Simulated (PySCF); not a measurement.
# The bond of NaTe−, level by level

What are the lowest state that PBE0 finds, the bond length, vibrational wavenumber and bond energy of NaTe−, and how much do these hang on the method?

Computed with PySCF 2.14.0. Level: Na aug-cc-pVDZ, Te aug-cc-pVDZ-PP with ECP28, scalar-relativistic core potentials.

**1. Input**

A driver script around PySCF takes these settings:

```json
{
  "atoms": "Na, Te",
  "charge": "-1",
  "basis": "Na aug-cc-pVDZ, Te aug-cc-pVDZ-PP with ECP28",
  "Hamiltonian": "scalar-relativistic core potentials",
  "basis functions": "59",
  "electrons treated": "36",
  "masses in u": "22.9898, 129.9062",
  "levels": "PBE0, PBE, r²SCAN, M06, M06-2X, r²SCAN0, LC-ωPBE, HF, MP2, SCS-MP2, CCSD, CCSD(T)",
  "grid": "80 radial by 434 angular points",
  "occupations": "held fixed by the projection of orbital angular momentum",
  "dissociation limit": "Na + Te−, each in its ground configuration",
  "starting distance in angstrom": "2.995",
  "values of 2S to try": "0, 2"
}
```

On the command line:

```bash
> OMP_NUM_THREADS=1 python dia.py task.json out
```

After this run come: PBE0 along the bond; Excited determinants; PBE (GGA); r²SCAN; M06; M06-2X (hybrid meta-GGA); r²SCAN0; LC-ωPBE; RHF (mean field); Correlated methods on the Hartree–Fock reference.

**Question.** What will these runs give? Wanted: for each run, Re; ωe; De; μ.

**Answer**, as computed:

Lowest PBE0 solution found, without spin–orbit coupling: ¹Σ⁺ (singlet), closed shell. State 2 has its PBE0 minimum 0.42 eV higher. State 3 has its PBE0 minimum 0.44 eV higher, as a spin-mixed determinant (⟨S²⟩ = 1.00), so this is no gap between pure states. State 4 has its PBE0 minimum 0.88 eV higher. The other levels ran on the lowest alone.

```tsv
level	Re (Å)	ωe (cm⁻¹)	De (eV)	μ (D)
RHF	2.745	257.4	0.327	-7.06
RHF-MP2	2.773	234.2	1.41	n/a
RHF-SCS-MP2	2.778	231.2	1.34	n/a
RHF-CCSD	2.771	232.8	1.27	n/a
RHF-CCSD(T)	2.789	224.7	1.41	n/a
PBE	2.751	235.5	1.58	-3.60
r²SCAN	2.733	247.1	1.49	-4.45
PBE0	2.726	248.9	1.41	-4.80
r²SCAN0	2.717	255.5	1.37	-5.35
M06	2.753	233.5	1.52	-4.67
M06-2X	2.701	262.6	1.29	-5.29
LC-ωPBE	2.687	269.1	1.16	-6.80
```

De is counted to Na + Te− in their ground configurations. A positive dipole points from Na to Te; in an ion it is taken about the centre of mass and does not tell which atom is negative.

In words: The methods spread over 0.102 Å in bond length, from LC-ωPBE to RHF-CCSD(T). Of the levels with a De here, RHF gives the least (0.327 eV) and PBE the most (1.58 eV).

Correlated steps freeze 5 core orbitals. Spin–orbit coupling is left out, which matters for elements this heavy, above all for dissociation energies. T1 is 0.020 near the minimum (highest on the curve 0.023), which may point to more than one leading configuration. With some functionals the highest level of the anion is positive, from self-interaction error or because the anion is truly unbound there; the finite basis then holds the extra electron, and no neutral molecule was run to test the binding.
